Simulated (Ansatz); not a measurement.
# CH₆BInOSi: vertical ionisation energy

One table from this session's results is given with a row withheld; the runs are named, their logs left out.

Method: unrestricted cation, the program's frozen cores in correlated methods; program: Ansatz 0.2.0, Gaussian basis.

Plan: UKS PBE-D4/def2-TZVPP; UKS r2SCAN-D4/def2-TZVPP; UKS PBE0-D4/def2-TZVPP; UKS B3LYP-D4/def2-TZVPP; UKS wB97X-V/def2-TZVPP; UKS wB97M-V/def2-TZVPP; UKS B2PLYP/def2-TZVPP; UHF-CCSD(T)/def2-TZVPP; UHF-MP2/def2-QZVPP; extrapolation to the limit; then −ε(HOMO) from the neutral's earlier runs with LDA (SPW92), PBE-D4, revPBE-D4, BLYP-D4, r2SCAN-D4, B97M-V, PBE0-D4, B3LYP-D4, r2SCANh-D4, r2SCAN0-D4, HSE06-D4, BHLYP-D4, CAM-B3LYP-D4, LC-ωPBE, ωB97X-V, ωB97M-V.

### The relaxed structure

All runs share one geometry, relaxed beforehand with PBE0-D4 in a triple-zeta def2 set. In takes the def2 core potential; no spin-orbit term is included.

11 atoms, charge 0, spin multiplicity 1.

Atoms are counted from 1 here; the program's logs count them from 0.

Bond lengths: B1–C2 1.586 Å, B1–In5 2.274 Å, B1–H6 1.208 Å, B1–H7 1.207 Å, C2–Si3 1.930 Å, C2–O4 1.249 Å, Si3–H8 1.487 Å, Si3–H9 1.485 Å, Si3–H10 1.485 Å, O4–In5 2.399 Å, In5–H11 1.744 Å. Angles: C2–B1–In5 86.4°, C2–B1–H6 113.1°, C2–B1–H7 115.4°, In5–B1–H6 111.5°, In5–B1–H7 114.2°, H6–B1–H7 113.5°, B1–C2–Si3 122.0°, B1–C2–O4 120.6°, Si3–C2–O4 117.4°, C2–Si3–H8 106.8°, C2–Si3–H9 109.7°, C2–Si3–H10 110.5°, H8–Si3–H9 109.1°, H8–Si3–H10 110.1°, H9–Si3–H10 110.6°, C2–O4–In5 89.2°, B1–In5–O4 63.7°, B1–In5–H11 174.4° and more.

The first run:

Input file in.yaml:

```yaml
crystal:
  periodic: [false, false, false]
  atoms:
    - {symbol: B, position_ang: [-0.561516, 1.101466, -0.487096]}
    - {symbol: C, position_ang: [0.001416, -0.292870, 0.018004]}
    - {symbol: Si, position_ang: [1.197237, -0.425978, 1.527363]}
    - {symbol: O, position_ang: [-0.302458, -1.352673, -0.569949]}
    - {symbol: In, position_ang: [-1.543634, -0.068298, -2.171768]}
    - {symbol: H, position_ang: [-1.384018, 1.578740, 0.258577]}
    - {symbol: H, position_ang: [0.271445, 1.893297, -0.854990]}
    - {symbol: H, position_ang: [2.539905, 0.000027, 1.050829]}
    - {symbol: H, position_ang: [0.750115, 0.494507, 2.603087]}
    - {symbol: H, position_ang: [1.253279, -1.823703, 2.025000]}
    - {symbol: H, position_ang: [-2.221762, -1.104515, -3.399068]}
basis:
  gaussian: {orbitals: def2-TZVPP}
total_charge: 1
magnetization: {spin_polarized: true, initial_magnetization: 1}
hamiltonian: {xc: pbe, dispersion: d4}
```

Command:

```
$ ansatz run in.yaml --threads 2 --pin off --events-out ev --progress --plain --max-ram 32768MiB --backend cpu
```

Among the steps run: Cation, UKS PBE-D4/def2-TZVPP; Cation, UKS r2SCAN-D4/def2-TZVPP; Cation, UKS PBE0-D4/def2-TZVPP; Cation, UKS B3LYP-D4/def2-TZVPP; Cation, UKS wB97X-V/def2-TZVPP; Cation, UKS wB97M-V/def2-TZVPP; Cation, UKS B2PLYP (frozen core)/def2-TZVPP; Cation, UHF-CCSD(T)/def2-TZVPP; Cation, UHF-MP2/def2-QZVPP.

One of the session's tables, all rows but one given; the rest of the session is left out.

Orbital estimates, from the neutral's runs:

```
  functional  −ε(HOMO) (eV)
 LDA (SPW92)           5.66
      PBE-D4           5.51
   revPBE-D4           5.45
     BLYP-D4           5.44
   r2SCAN-D4           5.73
      B97M-V           5.87
     PBE0-D4           6.71
    B3LYP-D4              ?
  r2SCANh-D4           6.20
  r2SCAN0-D4           6.83
    HSE06-D4           6.32
    BHLYP-D4           7.57
CAM-B3LYP-D4           7.93
     LC-ωPBE           9.11
     ωB97X-V           8.82
     ωB97M-V           8.71
```

Estimate the missing values for B3LYP-D4.

Worked estimate for «−ε(HOMO) (eV)». Against the share of exact exchange, BLYP-D4 (0, 5.44), BHLYP-D4 (0.5, 7.57) give a slope of 4.26 per unit share; at 0.2 the line stands at 6.29.

As computed: −ε(HOMO) (eV): 6.55. In «−ε(HOMO) (eV)» the line misses by -0.26.
